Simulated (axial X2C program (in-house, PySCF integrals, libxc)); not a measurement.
# A two-component session on InS: properties at the nuclei

Aim: properties at the nuclei of InS, with spin–orbit coupling in the Hamiltonian from the start.

Computed with an in-house X2C program for linear molecules on PySCF integrals. Level: two-component X2C with atomic mean-field terms, In dyall-acv3z, S dyall-av3z.

All values are calculated.

### 1 The job

task.json reads:

```json
{
 "zs": [
  49,
  16
 ],
 "q": 0,
 "bas": [
  "dyall-acv3z",
  "dyall-av3z"
 ],
 "r0": 2.3,
 "levels": [
  "PBE0",
  "HF",
  "B3LYP"
 ],
 "nst": 1,
 "ff": 1,
 "thr": -3.5,
 "nmax": 130,
 "opt": {
  "ecut": 60
 }
}
```

Keys: zs atomic numbers; q charge; bas basis sets; r0 starting distance in Å; levels methods (HF also brings MP2); nst determinants followed; ff finite-field run; thr threshold in hartree for freezing inner shells (an s shell follows its p shell); nmax most natural virtual spinors; ecut virtual cutoff in hartree.

On the command line:

```
> python soeom.py task.json out
```

The runs that follow: Expectation values, lowest determinant; Finite-field coupled cluster.

What does the calculation give? Wanted: lowest determinant; Eeff magnitude; Ws magnitude In; A∥/gI In; qzz In (for each run or level that gives them).

**Answer**, as computed:

| quantity | value |
| --- | --- |
| lowest determinant | Ω = 1/2 (excess of +ω over −ω: ω = 1/2) |
| Eeff magnitude (GV/cm), PBE0 | 11.9 |
| Ws magnitude In (kHz), PBE0 | 13.9 |
| A∥/gI In (MHz), PBE0 | 1710 |
| qzz In (a.u.), PBE0 | -2.66 |
| Eeff magnitude (GV/cm), CCSD(T) | 2.32 |
| Ws magnitude In (kHz), CCSD(T) | 2.95 |
| A∥/gI In (MHz), CCSD(T) | 2090 |
| qzz In (a.u.), CCSD(T) | -2.67 |

**Reading.** In the first state, the effective field runs from 10.9 to 17.3 GV/cm over the mean-field levels. The expectation values come from single determinants, which for open shells can mix terms of unlike spin or miss the lowest Ω, so a determinant need not be a state. Eeff is the effective electric field on the electron dipole moment in this Ω state and Ws the scalar–pseudoscalar constant (defined with the proton number Z and per Ω); A∥ is the parallel hyperfine constant, which follows by multiplying with the nuclear g factor gI = μI/(I μN); qzz is the electric field gradient, eQq0 = 234.96 MHz × Q/barn × qzz; μ is positive if S is the positive end. The operators were transformed with the bare-nucleus X2C matrices. Correlation of the inner shells is missing, which matters for properties at the nucleus.
